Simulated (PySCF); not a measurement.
# C4H6OSe: the cost of one run

Computed with PySCF 2.14.0 and routines of our own; the level stands in each step. Atoms count from 0.

## 1. The system as given

12 atoms, charge 0, multiplicity 1; geometry from: GFN2-xTB.

## 2. Vibronic structure: TDDFT B3LYP/cc-pVDZ

The job: settings as JSON, then the geometry in Å.

```
{"job": {"kind": "vib", "xc": "B3LYP", "basis": "cc-pVDZ", "tda": false}, "charge": 0, "multiplicity": 1}
C      2.014346     0.569233     0.273436
C      0.876409    -0.092367     0.209323
O      0.533235    -1.317763     0.743736
C     -0.806926    -1.207641     0.255727
C     -0.472896     0.135261    -0.404950
Se    -1.423331     1.742464     0.247071
H      2.105796     1.530757    -0.196997
H      2.865678     0.169539     0.791916
H     -1.059465    -2.023984    -0.425070
H     -1.527115    -1.165518     1.075946
H     -0.497351     0.155990    -1.494672
H     -2.607182     1.503344    -0.557363
```

With the program's defaults for keys left out, this is: TDDFT B3LYP/cc-pVDZ vertical-gradient vibronic structure (displaced harmonic oscillators, Condon), gas phase.

The run is started by

```sh
$ OMP_NUM_THREADS=1 python excited_run.py task.json out
```

This one command runs all jobs of the session in turn.

**Question.** How long does this run take on 1 thread of Arm Neoverse N1, shared host?

About 57 s.
